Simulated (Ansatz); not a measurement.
# FGeH5OSi: one species, many methods

How much do the methods differ for FGeH5OSi? The plan is to run it at one geometry with functionals of several rungs and with coupled cluster, and see how far each lands from CCSD(T) at the basis-set limit for the atomisation energy.

Method: functionals in def2-TZVPP, the program's frozen cores in correlated methods; program: Ansatz 0.2.0, Gaussian basis.

Plan: PBE-D4, r2SCAN-D4, PBE0-D4, B3LYP-D4, ωB97X-V, ωB97M-V, B2PLYP; CCSD(T)/def2-TZVPP; MP2/def2-QZVPP; extrapolation to the limit.

### 1 The geometry

All runs share one geometry, relaxed beforehand with PBE0-D4 in a triple-zeta def2 set.

9 atoms, charge 0, spin multiplicity 1.

Atoms are counted from 1 here; the program's logs count them from 0.

Bond lengths: O1–Si2 1.645 Å, O1–H5 0.962 Å, Si2–Ge3 2.398 Å, Si2–H6 1.485 Å, Si2–H7 1.486 Å, Ge3–F4 1.770 Å, Ge3–H8 1.539 Å, Ge3–H9 1.539 Å. Angles: Si2–O1–H5 115.2°, O1–Si2–Ge3 103.4°, O1–Si2–H6 111.0°, O1–Si2–H7 111.0°, Ge3–Si2–H6 111.5°, Ge3–Si2–H7 111.5°, H6–Si2–H7 108.5°, Si2–Ge3–F4 97.5°, Si2–Ge3–H8 118.4°, Si2–Ge3–H9 118.4°, F4–Ge3–H8 105.0°, F4–Ge3–H9 105.0°, H8–Ge3–H9 109.8°.

### 2 PBE-D4 (GGA)

File in.yaml:

```yaml
crystal:
  periodic: [false, false, false]
  atoms:
    - {symbol: O, position_ang: [-0.529400, 1.212016, -1.437956]}
    - {symbol: Si, position_ang: [0.694849, 0.883225, -0.390266]}
    - {symbol: Ge, position_ang: [-0.118454, -1.010827, 0.835680]}
    - {symbol: F, position_ang: [-1.678749, -1.166512, 0.013955]}
    - {symbol: H, position_ang: [-1.290484, 0.626550, -1.376205]}
    - {symbol: H, position_ang: [0.954660, 2.040228, 0.504423]}
    - {symbol: H, position_ang: [1.948505, 0.561510, -1.119397]}
    - {symbol: H, position_ang: [0.576337, -2.368148, 0.630593]}
    - {symbol: H, position_ang: [-0.468664, -0.824242, 2.322174]}
basis:
  gaussian: {orbitals: def2-TZVPP}
hamiltonian: {xc: pbe, dispersion: d4}
output: {forces: true, orbitals: {seedname: orbitals}}
```

Command:

```sh
$ ansatz run in.yaml --threads 4 --pin off --events-out ev --progress --plain --max-ram 10444MiB
```

The runs that follow: r2SCAN-D4 (meta-GGA); PBE0-D4 (hybrid); B3LYP-D4 (hybrid); ωB97X-V (range-separated); ωB97M-V (range-separated); B2PLYP (double hybrid); CCSD(T) in def2-TZVPP; MP2 in def2-QZVPP.

**Question.** What will the summary of the whole plan be? Wanted: atomisation energy, CCSD(T)/CBS; farthest; mean size of error, hybrid; mean size of error, range-separated; gap, smallest and largest; T1 diagnostic; triples share of the correlation energy.

The runs gave:

| quantity | value |
| --- | --- |
| atomisation energy, CCSD(T)/CBS | 29.931 eV |
| functionals within 0.299 eV (1.0 %) | PBE-D4, r2SCAN-D4, ωB97X-V, ωB97M-V |
| farthest | PBE0-D4 (-0.729 eV) |
| mean size of error, hybrid | 0.565 eV |
| mean size of error, range-separated | 0.146 eV |
| gap, smallest and largest | 5.01 eV (PBE-D4), 11.39 eV (ωB97X-V) |
| T1 diagnostic | 0.0123 |
| triples share of the correlation energy | 3.2 % |

What this shows: PBE-D4 misses by -0.216 eV. Double hybrids carry the basis error of their MP2 part in triple zeta, and no dispersion term here, so their miss is partly the set-up's. Misses under about 0.299 eV are within the doubt on the reference itself, which lacks core-valence correlation, relativity and higher excitations, and its outer-core shells are covered unevenly. Hartree-Fock recovers 72 % of the binding; the rest is correlation. Orbital gaps span 5.0 to 11.4 eV; exact exchange widens them. Correlated methods include outer-core shells of Ge, which these sets cover unevenly.
